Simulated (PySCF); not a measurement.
# InCl₄⁻: relaxation and vibrations of the singlet

The task is one start of a wider search on InCl₄⁻: the singlet, from a tetrahedral start. It is relaxed, tested by its Hessian and followed downhill if it is a saddle.

Computed with PySCF 2.14.0. Level: PBE0, basis In def2-SVPD with ECP28, Cl def2-SVPD, scalar-relativistic core potentials, no spin–orbit coupling, density fitting.

### 1 Starting geometry

5 atoms, charge -1, spin multiplicity 1.

Bond lengths: In1–Cl2 2.410 Å, In1–Cl3 2.410 Å, In1–Cl4 2.410 Å, In1–Cl5 2.410 Å. Angles: Cl2–In1–Cl3 109.5°, Cl2–In1–Cl4 109.5°, Cl2–In1–Cl5 109.5°, Cl3–In1–Cl4 109.5°, Cl3–In1–Cl5 109.5°, Cl4–In1–Cl5 109.5°.

Coordinates in bohr (charge -1 multiplicity 1):
```
In    0.0000    0.0000    0.0000
Cl    3.7186   -0.0001    2.6294
Cl   -3.7186    0.0000    2.6294
Cl    0.0001    3.7187   -2.6294
Cl   -0.0001   -3.7185   -2.6295
```

### 2 Tetrahedral start, singlet: relaxation

One driver script runs all steps and calls PySCF; scf.py shows how it sets up the SCF of each step. The optimiser is the driver's own. Before each start the driver seeks the lowest SCF state from one or more starting densities and follows internal instabilities, so scf.py alone need not reach the same state.

The program finds Td symmetry in the start, which this walk keeps.

Contents of scf.py:

```python
from pyscf import gto, scf, dft
mol = gto.M(atom='''
In     0.000000    -0.000000    -0.000000
Cl     1.967798    -0.000068     1.391444
Cl    -1.967798    -0.000000     1.391444
Cl     0.000034     1.967832    -1.391396
Cl    -0.000034    -1.967765    -1.391491''',
    basis={'In': 'def2-SVPD', 'Cl': 'def2-SVPD'},
    ecp={'In': 'def2-SVPD'},
    charge=-1, spin=0)
mf = dft.RKS(mol, xc='PBE0')
mf.grids.atom_grid = (50, 194)
aux = {'In': 'def2-universal-JKFIT', 'Cl': 'def2-universal-JKFIT'}
mf = mf.density_fit(auxbasis=aux)
mf.kernel()
```

The runs that follow: Vibrations and properties at this point.

Q: Predict the outcome of this session. Wanted: minimum; geometry; wavenumbers; dipole moment; highest occupied, lowest empty level; polar-tensor charge of In1; zero-point energy.

**Answer**, as computed:

| quantity | value |
| --- | --- |
| minimum | singlet, Td |
| geometry | In–Cl 2.410 Å (×4); Cl–In–Cl 109.5° (×6) |
| wavenumbers (cm⁻¹) | 77 (e), 107 (t2), 305 (a1), 327 (t2) |
| dipole moment (centre of mass) | 0.00 D |
| highest occupied, lowest empty level | -4.89, 1.68 eV |
| polar-tensor charge of In1 | +1.86 e |
| zero-point energy | 10.5 kJ/mol |
| entropy at 298.15 K | 381.1 J/(mol K) |

The molecule stays Td, as typed, and the end point is a minimum. The strongest infrared band lies at 327 cm⁻¹ (t2, stretch). Only this shape and spin were tried, so other structures or states may lie lower. Modes under about 90 cm⁻¹ are uncertain by tens of cm⁻¹.
